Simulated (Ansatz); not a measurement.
# WAu (P1) in Ansatz: convergence with k mesh

Aim: find how far k mesh must go before the results for WAu settle, at LDA. This setting moves, with any that are tied to it; all else stays.

Program: Ansatz 0.2.0. These are calculated values, not measurements. Logs are shortened: lines on timing, memory, paths and dates and some standing lists are left out, and cuts for length are marked.

**1. The cell of the first run**

The typed cell holds 2 atoms: a = 3.886 Å, b = 3.886 Å, c = 3.886 Å, α = 60.00°, β = 60.00°, γ = 60.00°.

The cell was built by a generator and needn't be a form met in nature.

The cell isn't the ideal one: atoms moved at random, drawn with an rms of 0.05 Å.

**2. With k mesh 3 × 3 × 3**

input.yaml

```yaml
crystal:
  lattice:
    - [0.0, 2.74797926, 2.74797926]
    - [2.74797926, 0.0, 2.74797926]
    - [2.74797926, 2.74797926, 0.0]
  atoms:
    - { symbol: W, position: [0.003874, -0.002977, -0.007091] }
    - { symbol: Au, position: [0.738363, 0.7513, 0.758064] }
hamiltonian:
  xc: lda
  pseudopotentials: { kind: nc }
kpoints:
  mp_grid: { grid: [3, 3, 3] }
scf:
  occupations: { method: gaussian, width: 0.05 }
output:
  forces: true
  stress: true
  eigenvalues: true
```

Potentials or basis: PseudoDojo standard (LDA files).

On the command line:

```sh
$ ansatz run input.yaml --threads 2 --pin off --max-ram 5632MiB --backend cpu --events-out ev --progress --plain --runs-dir out
```

Run time: 1.8 s. Hardware: 2 threads of Arm Neoverse V2, shared host; peak memory 0.28 GiB.

What came out:

```yaml
Free_energy: -6076.6978 eV
Pressure: 22.1 GPa
Largest_force: 1.303 eV/Å
Band_gap_on_the_k_mesh: none (metal or under the smearing width)
```

**3. With k mesh 4 × 4 × 4**

Edit input.yaml of step 2 so:

```diff
@@ -12,3 +12,3 @@
 kpoints:
-  mp_grid: { grid: [3, 3, 3] }
+  mp_grid: { grid: [4, 4, 4] }
 scf:
```

Potentials or basis: PseudoDojo standard (LDA files).

On the command line:

```sh
$ ansatz run input.yaml --threads 2 --pin off --max-ram 5632MiB --backend cpu --events-out ev --progress --plain --runs-dir out
```

It took 4 s on 2 threads of Arm Neoverse V2, shared host; peak memory 0.32 GiB.

What came out:

| Property | Result |
| --- | --- |
| Free energy | -6076.7315 eV |
| Pressure | 22.5 GPa |
| Largest force | 0.796 eV/Å |
| Band gap on the k mesh | none (metal or under the smearing width) |

**4. With k mesh 5 × 5 × 5**

Edit input.yaml of step 3 so:

```diff
@@ -12,3 +12,3 @@
 kpoints:
-  mp_grid: { grid: [4, 4, 4] }
+  mp_grid: { grid: [5, 5, 5] }
 scf:
```

On the command line:

```sh
$ ansatz run input.yaml --threads 2 --pin off --max-ram 5632MiB --backend cpu --events-out ev --progress --plain --runs-dir out
```

Run time: 7.3 s. Hardware: 2 threads of Arm Neoverse V2, shared host; peak memory 0.36 GiB.

What came out:

```
Free energy            : -6076.8778 eV
Pressure               : 21.7 GPa
Largest force          : 1.250 eV/Å
Band gap on the k mesh : none (metal or under the smearing width)
```

**5. With k mesh 6 × 6 × 6**

Edit input.yaml of step 4 so:

```diff
@@ -12,3 +12,3 @@
 kpoints:
-  mp_grid: { grid: [5, 5, 5] }
+  mp_grid: { grid: [6, 6, 6] }
 scf:
```

On the command line:

```sh
$ ansatz run input.yaml --threads 2 --pin off --max-ram 5632MiB --backend cpu --events-out ev --progress --plain --runs-dir out
```

Wall time 12 s (2 threads of Arm Neoverse V2, shared host); peak memory 0.44 GiB.

Results:

```yaml
Free_energy: -6076.8422 eV
Pressure: 22.1 GPa
Largest_force: 1.286 eV/Å
Band_gap_on_the_k_mesh: none (metal or under the smearing width)
```

**6. With k mesh 8 × 8 × 8**

Edit input.yaml of step 5 so:

```diff
@@ -12,3 +12,3 @@
 kpoints:
-  mp_grid: { grid: [6, 6, 6] }
+  mp_grid: { grid: [8, 8, 8] }
 scf:
```

Potentials or basis: PseudoDojo standard (LDA files).

On the command line:

```sh
$ ansatz run input.yaml --threads 2 --pin off --max-ram 5632MiB --backend cpu --events-out ev --progress --plain --runs-dir out
```

It took 31 s on 2 threads of Arm Neoverse V2, shared host; peak memory 0.68 GiB.

The run converged. Its results:

```yaml
Free_energy: -6076.8379 eV
Pressure: 22.1 GPa
Largest_force: 1.279 eV/Å
Band_gap_on_the_k_mesh: none (metal or under the smearing width)
```

**7. With k mesh 10 × 10 × 10**

Edit input.yaml of step 6 so:

```diff
@@ -12,3 +12,3 @@
 kpoints:
-  mp_grid: { grid: [8, 8, 8] }
+  mp_grid: { grid: [10, 10, 10] }
 scf:
```

On the command line:

```sh
$ ansatz run input.yaml --threads 2 --pin off --max-ram 5632MiB --backend cpu --events-out ev --progress --plain --runs-dir out
```

Run time: 54 s. Hardware: 2 threads of Arm Neoverse V2, shared host; peak memory 1.1 GiB.

The run converged. Its results:

```
Free energy            : -6076.8394 eV
Pressure               : 22.1 GPa
Largest force          : 1.274 eV/Å
Band gap on the k mesh : none (metal or under the smearing width)
```

**8. With k mesh 12 × 12 × 12**

Edit input.yaml of step 7 so:

```diff
@@ -12,3 +12,3 @@
 kpoints:
-  mp_grid: { grid: [10, 10, 10] }
+  mp_grid: { grid: [12, 12, 12] }
 scf:
```

On the command line:

```sh
$ ansatz run input.yaml --threads 2 --pin off --max-ram 5632MiB --backend cpu --events-out ev --progress --plain --runs-dir out
```

It took 95 s on 2 threads of Arm Neoverse V2, shared host; peak memory 1.7 GiB.

The run converged. Its results:

```yaml
Free_energy: -6076.8405 eV
Pressure: 22.1 GPa
Largest_force: 1.292 eV/Å
Band_gap_on_the_k_mesh: none (metal or under the smearing width)
```

**9. With k mesh 14 × 14 × 14**

Edit input.yaml of step 8 so:

```diff
@@ -12,3 +12,3 @@
 kpoints:
-  mp_grid: { grid: [12, 12, 12] }
+  mp_grid: { grid: [14, 14, 14] }
 scf:
```

Potentials or basis: PseudoDojo standard (LDA files).

On the command line:

```sh
$ ansatz run input.yaml --threads 2 --pin off --max-ram 5632MiB --backend cpu --events-out ev --progress --plain --runs-dir out
```

Standard output:

```text
Warning: RAYON_NUM_THREADS=2 ignored (pool sized by the plan → 2); use --threads N
Engine: ansatz 0.2.0, aarch64-unknown-linux-gnu
Pseudopotentials: kind: nc
Pseudopotential: W, nc, valence charge 14, recommended cutoff 952.398519 eV (normal), W.nc.azcp (PseudoDojo's, or run here from an input of PseudoDojo's: the run reads no file of this project's for it)
Pseudopotential: Au, nc, valence charge 19, recommended cutoff 1034.032677 eV (normal), Au.nc.azcp (PseudoDojo's, or run here from an input of PseudoDojo's: the run reads no file of this project's for it)
Functional definition: SPW92
  exchange = slater_x
  correlation = pw_c
Crystal: 2 atoms, lattice volume = 41.502 Å³
Basis set: ecut = 1034.032677 eV, 3119 PW (Γ)
Bands: 21, of which v1, the nominal top of the filled ones, is band 17 counted from 1 (16 counted from 0)
Symmetry: 1 space group operations
Space group: P1 (ITA 1), of the structure as read, at distance tolerance 3.5e-5 Å
k-points: 1376 of 2744 (time reversal used)
Non-local potential: W, projectors of the file, l = 0: 2, l = 1: 2, l = 2: 2, l = 3: 2
Non-local potential: Au, projectors of the file, l = 0: 2, l = 1: 2, l = 2: 2, l = 3: 1
Initial density: superposition of atomic densities (chi_scale 0.1, normalization cell, long waves kept (reshape's long-wave potential 0.00 eV rms))
Initial wavefunctions: pseudopotential atomic-orbital guess
Functional: x = slater, c = lda
SCF iter   1: F=—  HF=-6079.369842 eV  |F-HF|=—  |Δ(HF+E_count)|=         —  Δρ=1.55e-1  dr2=1.28e1  ethr=3.10e-3  ⟨swp⟩=8.3  Hψ=165813  notcnv=0
preconditioner: auto → Kerker (q_TF=auto, 2.626 Å⁻¹)  [metal: Δε(μ)=0.001 eV  Ē_g=7.237 eV  σ=0.050 eV  W_gap=0.01  n_scr=14 (ndim 8)  ℏωp=23.8 eV  f_vac=0.000  D(μ)=2.06/eV (n_scr^D=14)]
SCF iter   2: F=—  HF=-6076.920008 eV  |F-HF|=—  |Δ(HF+E_count)|=    2.45e0  Δρ=3.34e-2  dr2=2.42e-1  ethr=3.10e-3  ⟨swp⟩=3.7  Hψ=72786  notcnv=0  defer=440
SCF iter   3: F=—  HF=-6076.861270 eV  |F-HF|=—  |Δ(HF+E_count)|=   5.87e-2  Δρ=1.79e-2  dr2=6.87e-2  ethr=7.34e-4  ⟨swp⟩=2.2  Hψ=45895  notcnv=0  defer=455
SCF iter   4: F=—  HF=-6076.840116 eV  |F-HF|=—  |Δ(HF+E_count)|=   2.12e-2  Δρ=2.43e-3  dr2=2.39e-3  ethr=2.08e-4  ⟨swp⟩=3.9  Hψ=52970  notcnv=0  defer=456
SCF iter   5: F=—  HF=-6076.839709 eV  |F-HF|=—  |Δ(HF+E_count)|=   4.06e-4  Δρ=5.11e-4  dr2=1.38e-4  ethr=7.25e-6  ⟨swp⟩=2.4  Hψ=43811  notcnv=0  defer=455
SCF iter   6: F=—  HF=-6076.839695 eV  |F-HF|=—  |Δ(HF+E_count)|=   1.48e-5  Δρ=1.38e-4  dr2=1.01e-5  ethr=4.18e-7  ⟨swp⟩=2.2  Hψ=50213  notcnv=0  defer=455
SCF iter   7: F=—  HF=-6076.839852 eV  |F-HF|=—  |Δ(HF+E_count)|=   1.58e-4  Δρ=3.98e-5  dr2=5.90e-7  ethr=3.05e-8  ⟨swp⟩=2.0  Hψ=32903  notcnv=0  defer=455
SCF iter   8: F=-6076.839852 eV  HF=-6076.839852 eV  |F-HF|=1.11e-8  |Δ(HF+E_count)|=   2.83e-8  Δρ=9.92e-6  dr2=5.16e-8  ethr=3.03e-10  ⟨swp⟩=11.0  Hψ=169986  notcnv=0
SCF 1 converged in 8 iterations: F = -6076.839852 eV  dr2 = 5.16e-8
SCF converged after 8 iterations
Free energy (F): -6076.839852 eV
Harris-Foulkes:  -6076.839852 eV  (|F-HF|=1.11e-8)
Internal energy: -6076.837732 eV  (E = F + TS)
E sigma→0 (E₀):  -6076.838792 eV
Entropy (-TS):   -0.002120 eV (-1.060 meV/atom)
Fermi energy:    16.064506 eV
--- Per-component energies (eV) ---
  E_band       = -500.436331
  E_kinetic    = 1706.301420
  E_local      = -4517.916830  (includes V_loc(G=0)·N_el)
  E_nonlocal   = 410.532108
  E_hartree    = 1359.167688
  E_xc         = -1131.274681
  E_vxc        = -817.683508  (∫ρ·V_xc dr)
  E_ewald      = -3903.647438
  E_smearing   = -0.002120  (= −TS)
  E_closure    = 0.000000  (closes the sum)
  Σ components = -6076.839852   (vs F -6076.839852, Δ=0.00e0)
--- Forces (eV/Å), atoms counted from 1 ---
  atom   1  W      1.10491254    -0.10336449    -0.64501851
  atom   2  Au    -1.10486133     0.10335373     0.64498870
  max |Σ_I F_I| component: 5.12e-5 eV/Å
--- Stress (GPa, compression-positive) ---
       21.810312      -3.389285      -0.431557
       -3.389285      22.223583       5.833323
       -0.431557       5.833323      22.085448
  P = ⅓ Tr σ = 22.0398 GPa (220.398 kbar)
--- Band table (eV; the first three rows and the last of 1376) ---
  k-point 0: bands = ["-91.7658", "-57.9907", "-43.0546", "-42.9957", "-42.9488", "-22.2887", "-22.2573", "-22.2386", "7.5245", "9.3847", "9.3970", "9.7227", "9.7406", "9.7534", "15.1102", "15.1739", "15.2513", "18.1514", "18.1767", "25.2489", "27.6636"]
  k-point 1: bands = ["-91.7658", "-57.9908", "-43.0547", "-42.9957", "-42.9486", "-22.2885", "-22.2572", "-22.2397", "7.6157", "9.3529", "9.3655", "9.7163", "9.7866", "9.7953", "15.1160", "15.1469", "15.2006", "18.1219", "18.1475", "25.3818", "26.8523"]
  k-point 2: bands = ["-91.7658", "-57.9911", "-43.0549", "-42.9959", "-42.9482", "-22.2878", "-22.2571", "-22.2426", "7.8761", "9.3000", "9.3164", "9.7073", "9.8725", "9.8735", "14.8134", "15.2194", "15.2634", "18.0435", "18.0686", "25.2585", "25.8146"]
  k-point 1375: bands = ["-91.7657", "-57.9938", "-43.0524", "-42.9932", "-42.9506", "-22.3029", "-22.2595", "-22.2343", "8.9742", "9.4966", "9.5866", "9.6183", "9.6912", "10.4498", "13.8492", "15.7176", "15.9472", "17.8707", "17.9309", "18.6984", "24.7119"]
```

Run time: 2.5 min. Hardware: 2 threads of Arm Neoverse V2, shared host; peak memory 2.5 GiB.

What came out:

```
Free energy            : -6076.8399 eV
Pressure               : 22.0 GPa
Largest force          : 1.284 eV/Å
Band gap on the k mesh : none (metal or under the smearing width)
```

**10. The series at a glance**

| k mesh | energy less the tightest run, at zero smearing (meV/atom) | pressure (GPa) | largest force (eV/Å) | SCF cycles | CPU time (s) | peak memory (GiB) |
| --- | --- | --- | --- | --- | --- | --- |
| 3 × 3 × 3 | 71.50 | 22.06 | 1.303 | 8 | 3.5 | 0.28 |
| 4 × 4 × 4 | 56.13 | 22.50 | 0.796 | 9 | 7.9 | 0.32 |
| 5 × 5 × 5 | -18.47 | 21.67 | 1.250 | 8 | 14 | 0.36 |
| 6 × 6 × 6 | -0.48 | 22.15 | 1.286 | 8 | 25 | 0.44 |
| 8 × 8 × 8 | 1.16 | 22.06 | 1.279 | 8 | 61 | 0.68 |
| 10 × 10 × 10 | 0.35 | 22.06 | 1.274 | 8 | 110 | 1.1 |
| 12 × 12 × 12 | -0.29 | 22.07 | 1.292 | 8 | 190 | 1.7 |
| 14 × 14 × 14 | 0.00 | 22.04 | 1.284 | 8 | 300 | 2.5 |

Against the tightest run, the energy stays within 1 meV/atom from 10 × 10 × 10 on; the pressure stays within 0.1 GPa from 8 × 8 × 8 on. Not settled before the last step: the largest force (to 0.005 eV/Å). Meshes of other sizes hit other points, so gaps and Fermi surfaces needn't settle smoothly. The tightest run that finished is the yardstick and may itself not be fully converged.
